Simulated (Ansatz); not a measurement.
# K2YTlF6: the cost of one run

Computed with Ansatz 0.2.0 (DFT PBEsol, scalar-relativistic, plane waves, PAW, unless a step's input says otherwise).

3 further runs of the same task are left out: 3 set aside as unsound or not needed.

## Step 1: Starting point

The structure is cubic, space group Fm-3m (No. 225). The conventional cell has a = 9.484 Å, b = 9.484 Å, c = 9.484 Å, α = 90.00°, β = 90.00°, γ = 90.00°. Around K (site symmetry -43m) lie 12 F at 3.36 Å. Around Y (site symmetry m-3m) lie 6 F at 2.15 Å. Tl (site symmetry m-3m) is surrounded by 6 F at 2.59 Å. F (site symmetry 4mm) has 1 Y at 2.15 Å and 1 Tl at 2.59 Å as nearest neighbours.

Coordinates:

```cif
data_structure
_symmetry_space_group_name_H-M 'Fm-3m'
_symmetry_Int_Tables_number 225
_cell_length_a 9.4837
_cell_length_b 9.4837
_cell_length_c 9.4837
_cell_angle_alpha 90.000
_cell_angle_beta 90.000
_cell_angle_gamma 90.000
_cell_volume 852.97
loop_
_atom_site_label
_atom_site_type_symbol
_atom_site_symmetry_multiplicity
_atom_site_Wyckoff_symbol
_atom_site_fract_x
_atom_site_fract_y
_atom_site_fract_z
_atom_site_occupancy
K1 K 8 c 0.25000 0.25000 0.75000 1
Y1 Y 4 a 0.00000 0.00000 0.00000 1
Tl1 Tl 4 b 0.50000 0.00000 0.00000 1
F1 F 24 e 0.22647 0.00000 0.00000 1
```

It goes back to an entry of the Materials Project, which need not be the stable form.

It is the result of an earlier relaxation at this level (volume 21.32 Å³/atom; gap on the mesh: 4.25 eV).

## Step 2: Zero of energy

The reference gives a free energy of -22938.6758 eV, pressure -0.02 GPa, largest force 0.001 eV/Å and gap on the mesh 4.25 eV. It was computed beforehand with the settings of the runs below.

## Step 3: Breaking the symmetry

The atoms are moved along a mode of 108i cm⁻¹:

| atom | ux (Å) | uy (Å) | uz (Å) |
| --- | --- | --- | --- |
| K1 | 0.000 | 0.000 | 0.000 |
| K2 | 0.000 | 0.000 | 0.000 |
| Y3 | 0.000 | 0.000 | 0.000 |
| Tl4 | 0.000 | 0.000 | 0.000 |
| F5 | 0.000 | -0.150 | 0.000 |
| F6 | 0.000 | 0.000 | 0.000 |
| F7 | 0.000 | 0.150 | 0.000 |
| F8 | 0.150 | 0.000 | 0.000 |
| F9 | -0.150 | 0.000 | 0.000 |
| F10 | 0.000 | 0.000 | 0.000 |

## Step 4: Relaxing from there

input.yaml reads:

```yaml
crystal:
  lattice:
    - [0.0, 4.7418453998, 4.7418453998]
    - [4.7418453998, 0.0, 4.7418453998]
    - [4.7418453998, 4.7418453998, 0.0]
  atoms:
    - { symbol: K, position: [0.75, 0.75, 0.75] }
    - { symbol: K, position: [0.25, 0.25, 0.25] }
    - { symbol: "Y", position: [0.0, 0.0, 0.0] }
    - { symbol: Tl, position: [0.5, 0.5, 0.5] }
    - { symbol: F, position: [0.7577092535, 0.2422907465, 0.2106574925] }
    - { symbol: F, position: [0.2264741195, 0.2264741195, 0.7735258805] }
    - { symbol: F, position: [0.2422907465, 0.7577092535, 0.7893425075] }
    - { symbol: F, position: [0.2106574925, 0.7893425075, 0.2422907465] }
    - { symbol: F, position: [0.7893425075, 0.2106574925, 0.7577092535] }
    - { symbol: F, position: [0.7735258805, 0.7735258805, 0.2264741195] }
basis:
  ecutwfc: 420
kpoints:
  mp_grid: { grid: [4, 4, 4] }
hamiltonian:
  xc: pbesol
scf:
  occupations: { method: gaussian, width: 0.05 }
output:
  forces: true
  stress: true
  eigenvalues: true
relax:
  adjacent_minimum: "off"
  f_tol: 0.008
  max_steps: 80
  cell: { stress_tol: 0.08 }
```

Command:

```
$ ansatz run input.yaml --threads 2 --pin off --max-ram 5120MiB --backend cpu --events-out ev --progress --plain --runs-dir out
```

What time and memory should one allow on 2 threads of Arm Neoverse V2, shared host?

About 50 s, with a peak of 0.57 GiB.
